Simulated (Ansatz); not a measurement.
**C2H7ClGeO2: one species, many methods**

An exercise on one series of results from a longer session: the logs are not shown, and one member is left open.

Method: functionals in def2-TZVPP, the program's frozen cores in correlated methods; program: Ansatz 0.2.0, Gaussian basis.

The runs, in order: PBE-D4, r2SCAN-D4, PBE0-D4, B3LYP-D4, ωB97X-V, ωB97M-V, B2PLYP; CCSD(T)/def2-TZVPP; MP2/def2-QZVPP; extrapolation to the limit.

## Structure used throughout

An earlier PBE0-D4 in a triple-zeta def2 set relaxation fixed the geometry.

SMILES `C[O][Ge]([CH3])([OH])[Cl]`, 13 atoms, charge 0, spin multiplicity 1.

Atoms are counted from 1 here; the program's logs count them from 0.

Bond lengths: C1–O2 1.412 Å, C1–H7 1.096 Å, C1–H8 1.096 Å, C1–H9 1.092 Å, O2–Ge3 1.758 Å, Ge3–C4 1.918 Å, Ge3–O5 1.766 Å, Ge3–Cl6 2.165 Å, C4–H10 1.090 Å, C4–H11 1.089 Å, C4–H12 1.089 Å, O5–H13 0.960 Å. Angles: O2–C1–H7 111.7°, O2–C1–H8 111.6°, O2–C1–H9 107.7°, H7–C1–H8 108.8°, H7–C1–H9 108.5°, H8–C1–H9 108.5°, C1–O2–Ge3 120.5°, O2–Ge3–C4 108.4°, O2–Ge3–O5 110.1°, O2–Ge3–Cl6 107.8°, C4–Ge3–O5 112.1°, C4–Ge3–Cl6 113.0°, O5–Ge3–Cl6 105.4°, Ge3–C4–H10 108.9°, Ge3–C4–H11 109.4°, Ge3–C4–H12 109.7°, H10–C4–H11 109.5°, H10–C4–H12 109.5° and more.

The first run:

Contents of in.yaml:

```yaml
crystal:
  periodic: [false, false, false]
  atoms:
    - {symbol: C, position_ang: [-0.346691, 1.325244, 1.733801]}
    - {symbol: O, position_ang: [-0.749818, 0.798491, 0.487403]}
    - {symbol: Ge, position_ang: [0.190599, -0.465070, -0.292383]}
    - {symbol: C, position_ang: [-0.607415, -0.849386, -1.993298]}
    - {symbol: O, position_ang: [1.875790, 0.040717, -0.449189]}
    - {symbol: Cl, position_ang: [0.225671, -2.177383, 1.031886]}
    - {symbol: H, position_ang: [0.660871, 1.752879, 1.686217]}
    - {symbol: H, position_ang: [-0.370758, 0.562890, 2.520557]}
    - {symbol: H, position_ang: [-1.047071, 2.118985, 2.000138]}
    - {symbol: H, position_ang: [-0.498870, 0.022674, -2.638650]}
    - {symbol: H, position_ang: [-1.665133, -1.070465, -1.855758]}
    - {symbol: H, position_ang: [-0.108730, -1.703927, -2.448525]}
    - {symbol: H, position_ang: [2.441564, -0.355630, 0.217812]}
basis:
  gaussian: {orbitals: def2-TZVPP}
hamiltonian: {xc: pbe, dispersion: d4}
output: {forces: true, orbitals: {seedname: orbitals}}
```

Run with:

```sh
$ ansatz run in.yaml --threads 2 --pin off --events-out ev --progress --plain --max-ram 32768MiB --backend cuda --devices 0, --max-vram 18GiB
```

Among the steps run: PBE-D4 (GGA); r2SCAN-D4 (meta-GGA); PBE0-D4 (hybrid); B3LYP-D4 (hybrid); ωB97X-V (range-separated); ωB97M-V (range-separated); B2PLYP (double hybrid); CCSD(T) in def2-TZVPP; MP2 in def2-QZVPP.

One table of the session follows, with a row left open; its other results are not shown here.

It belongs to the step «Atomisation energies». 

| method | atomisation energy (kcal/mol) |
| --- | --- |
| PBE-D4 | 1167.9 |
| r2SCAN-D4 | 1152.9 |
| PBE0-D4 | 1146.0 |
| B3LYP-D4 | 1142.2 |
| ωB97X-V | 1152.5 |
| ωB97M-V | 1149.8 |
| B2PLYP | 1135.0 |
| HF/def2-TZVPP | 825.7 |
| MP2/def2-TZVPP | ? |
| CCSD/def2-TZVPP | 1107.6 |
| CCSD(T)/def2-TZVPP | 1125.8 |
| MP2/CBS | 1176.6 |
| CCSD(T)/CBS | 1153.6 |

Estimate the missing values for MP2/def2-TZVPP.

As computed: atomisation energy (kcal/mol): 1148.7. In the column «atomisation energy (kcal/mol)» it lies between PBE0-D4 (1146.0) and ωB97M-V (1149.8).
